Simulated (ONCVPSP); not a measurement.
**Pseudopotential generation for Cr: ONCV, PBE**

Do these settings give a usable potential? It is generated, then checked for transferability, scattering, ghosts and hardness.

The numbers are computed with ONCVPSP 4.0.1 (PBE, scalar-relativistic, spin-unpolarised reference atom).

## (1) Starting point

The settings as typed:

```json
{
  "element": "chromium (Cr, Z = 24)",
  "type": "optimised norm-conserving Vanderbilt (ONCV)",
  "frozen core": "[Ne]",
  "valence charge": "14",
  "reference configuration": "3s2 3p6 3d5 4s0.75 4p0.25",
  "partial waves": "3s+4s: rc 1.40 bohr, ncon 3, nbas 6, qcut 10.3 1/bohr, 2 projectors; 3p+4p: rc 1.55 bohr, ncon 4, nbas 8, qcut 7.4 1/bohr, 2 projectors; 3d: rc 1.80 bohr, ncon 3, nbas 7, qcut 8.3 1/bohr, 2 projectors, debl 2.8 Ha",
  "local potential": "polynomial inside 1.35 bohr (lpopt 4, dvloc0 0 Ha)",
  "core correction": "Teter function, fcfact 2.25, rcfact 1.2"
}
```

The nodes and maxima of the atom's own shells, from an earlier all-electron run, set the scale for the radii.

All-electron outer shells of the reference configuration (PBE, scalar-relativistic, ld1.x):

| shell | level (eV) | outermost node (bohr) | outermost maximum (bohr) |
| --- | --- | --- | --- |
| 2s | -667.49 | 0.09 | 0.24 |
| 2p | -561.04 | – | 0.20 |
| 3s | -74.36 | 0.36 | 0.78 |
| 3p | -45.82 | 0.33 | 0.80 |
| 4s | -4.27 | 1.12 | 2.74 |
| 3d | -3.28 | – | 0.84 |
| 4p | -1.20 | 1.25 | 3.89 |

## (2) Generation

The input, Cr.dat:

```
# ATOM AND REFERENCE CONFIGURATION
# atsym  z   nc   nv     iexc    psfile
  Cr 24.00    3    5        4      upf
#
#   n    l    f
    1    0    2.00
    2    0    2.00
    2    1    6.00
    3    0    2.00
    3    1    6.00
    3    2    5.00
    4    0    0.75
    4    1    0.25
#
# PSEUDOPOTENTIAL AND OPTIMIZATION
# lmax
    2
#
#   l,   rc,      ep,       ncon, nbas, qcut
    0    1.40    0.00    3    6   10.30
    1    1.55    0.00    4    8    7.40
    2    1.80    0.00    3    7    8.30
#
# LOCAL POTENTIAL
# lloc, lpopt,  rc(5),   dvloc0
    4    4    1.35    0.00
#
# VANDERBILT-KLEINMAN-BYLANDER PROJECTORs
# l, nproj, debl
    0    2    1.30
    1    2    1.60
    2    2    2.80
#
# MODEL CORE CHARGE
# icmod, fcfact, rcfact
    3    2.25    1.20
#
# LOG DERIVATIVE ANALYSIS
# epsh1, epsh2, depsh
   -4.00    5.00    0.02
#
# OUTPUT GRID
# rlmax, drl
    6.00    0.01
#
# TEST CONFIGURATIONS
# ncnf
    4
# nvcnf
#   n    l    f
    5
    3    0    2.00
    3    1    6.00
    3    2    5.00
    4    0    1.00
    4    1    0.00
#
    5
    3    0    2.00
    3    1    6.00
    3    2    5.00
    4    0    0.00
    4    1    0.00
#
    5
    3    0    2.00
    3    1    6.00
    3    2    4.00
    4    0    0.00
    4    1    0.00
#
    5
    3    0    2.00
    3    1    6.00
    3    2    2.00
    4    0    0.00
    4    1    0.00
#
```

Command:

```sh
$ oncvpsp.x < Cr.dat > Cr.out
```

What does the calculation give? Wanted: cutoffs for 1 and 0.1 mHa per electron, occupied waves; bound ghosts; GHOST(+) flags; largest test error; largest phase difference near zero energy, channels read; rms error of d²Exc/dn², without and with the model core.

As calculated:

| quantity | value |
| --- | --- |
| cutoffs for 1 and 0.1 mHa per electron, occupied waves | 31 Ha and 37 Ha |
| bound ghosts | none found |
| GHOST(+) flags | none at low energy |
| largest test error (AE − PS) | +3.9 meV, for 3s2 3p6 3d5 4s0 4p0 (2 tests unsolved) |
| largest phase difference near zero energy, channels read | 0.001 rad |
| rms error of d²Exc/dn², without and with the model core | 1.14 and 0.40 mHa |

In words: The worst unpolarised test, 3s2 3p6 3d5 4s0 4p0, is off by 3.9 meV on 6.1 eV; by total energies transferability rates as very good where solved. Of the tests 2 gave no usable energy difference, which is a warning in itself. It counts as of middling hardness, with 31 Ha needed at the looser tolerance. At the looser tolerance the 3s wave is the slowest; 3d needs 27 Ha. No bound ghost shows below the valence levels. Near zero energy the phases of the channels with partial waves agree within 0.001 rad.
